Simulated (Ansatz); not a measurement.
**AlClH₃NS: a ladder of functionals and wavefunction methods**

One table from this session's results is given with a row withheld; the runs are named, their logs left out.

Method: functionals in def2-TZVPP, the program's frozen cores in correlated methods; program: Ansatz 0.2.0, Gaussian basis.

Plan: LDA (SPW92), PBE-D4, revPBE-D4, BLYP-D4, r2SCAN-D4, B97M-V, PBE0-D4, B3LYP-D4, r2SCANh-D4, r2SCAN0-D4, HSE06-D4, BHLYP-D4, CAM-B3LYP-D4, LC-ωPBE, ωB97X-V, ωB97M-V, B2PLYP, PBE-QIDH; CCSD(T)/def2-SVP; CCSD(T)/def2-TZVPP; MP2/def2-QZVPP; extrapolation to the limit; RPA on PBE.

## The geometry

The geometry comes from an earlier relaxation with PBE0-D4 in a triple-zeta def2 set; it is a stationary point, not always the lowest conformer.

7 atoms, charge 0, spin multiplicity 1.

Atoms are counted from 1 here; the program's logs count them from 0.

Bond lengths: N1–Al2 1.754 Å, N1–H5 1.006 Å, N1–H6 1.007 Å, Al2–S3 2.173 Å, Al2–Cl4 2.090 Å, S3–H7 1.345 Å. Angles: Al2–N1–H5 125.8°, Al2–N1–H6 123.5°, H5–N1–H6 110.7°, N1–Al2–S3 123.5°, N1–Al2–Cl4 119.0°, S3–Al2–Cl4 117.6°, Al2–S3–H7 92.8°.

Coordinates:

```xyz
7
AlClH3NS
N    -0.5988    1.0464    0.1381
Al   -0.1902   -0.6039   -0.2929
S     1.7424   -1.5064    0.1207
Cl   -1.6222   -1.7833   -1.2556
H     0.0079    1.7015    0.6017
H    -1.4944    1.4648   -0.0538
H     2.2165   -0.3871    0.6963
```

Set-up of the first run:

Contents of in.yaml:

```yaml
crystal:
  periodic: [false, false, false]
  atoms:
    - {symbol: N, position_ang: [-0.598825, 1.046428, 0.138054]}
    - {symbol: Al, position_ang: [-0.190160, -0.603931, -0.292936]}
    - {symbol: S, position_ang: [1.742352, -1.506443, 0.120687]}
    - {symbol: Cl, position_ang: [-1.622192, -1.783305, -1.255632]}
    - {symbol: H, position_ang: [0.007891, 1.701475, 0.601714]}
    - {symbol: H, position_ang: [-1.494426, 1.464844, -0.053803]}
    - {symbol: H, position_ang: [2.216459, -0.387068, 0.696315]}
basis:
  gaussian: {orbitals: def2-TZVPP}
hamiltonian: {xc: lda}
output: {orbitals: {seedname: orbitals}}
```

Among the steps run: LDA; PBE-D4 (GGA); revPBE-D4 (GGA); BLYP-D4 (GGA); r2SCAN-D4 (meta-GGA); B97M-V (meta-GGA); PBE0-D4 (hybrid); B3LYP-D4 (hybrid); r2SCANh-D4 (hybrid); r2SCAN0-D4 (hybrid); HSE06-D4 (hybrid); BHLYP-D4 (hybrid); CAM-B3LYP-D4 (range-separated); LC-ωPBE-D4 (range-separated; the results give it without D4); ωB97X-V (range-separated); ωB97M-V (range-separated); B2PLYP (double hybrid); PBE-QIDH (double hybrid).

One table of the session follows, with a row left open; its other results are not shown here.

It belongs to the step «Frontier levels by functional». 

| functional | HOMO (eV) | gap (eV) |
| --- | --- | --- |
| LDA (SPW92) | -6.47 | 4.99 |
| PBE-D4 | -6.30 | 5.06 |
| revPBE-D4 | -6.24 | 5.13 |
| BLYP-D4 | -6.14 | 4.96 |
| r2SCAN-D4 | -6.61 | 5.85 |
| B97M-V | -6.64 | 5.66 |
| PBE0-D4 | -7.63 | 7.21 |
| B3LYP-D4 | -7.36 | 6.66 |
| r2SCANh-D4 | -7.11 | 6.60 |
| r2SCAN0-D4 | -7.84 | 7.70 |
| HSE06-D4 | -7.23 | 6.44 |
| BHLYP-D4 | ? | ? |
| CAM-B3LYP-D4 | -8.98 | 9.44 |
| LC-ωPBE | -10.43 | 12.14 |
| ωB97X-V | -10.03 | 11.54 |
| ωB97M-V | -9.87 | 11.03 |

**Question.** Estimate the row for BHLYP-D4.

Worked estimate for «HOMO (eV)». Against the share of exact exchange, BLYP-D4 (0, -6.14), B3LYP-D4 (0.2, -7.36) give a slope of -6.10 per unit share; at 0.5 the line stands at -9.19.

**Answer.** HOMO (eV): -8.77; gap (eV): 9.08. In «HOMO (eV)» the line misses by -0.42.
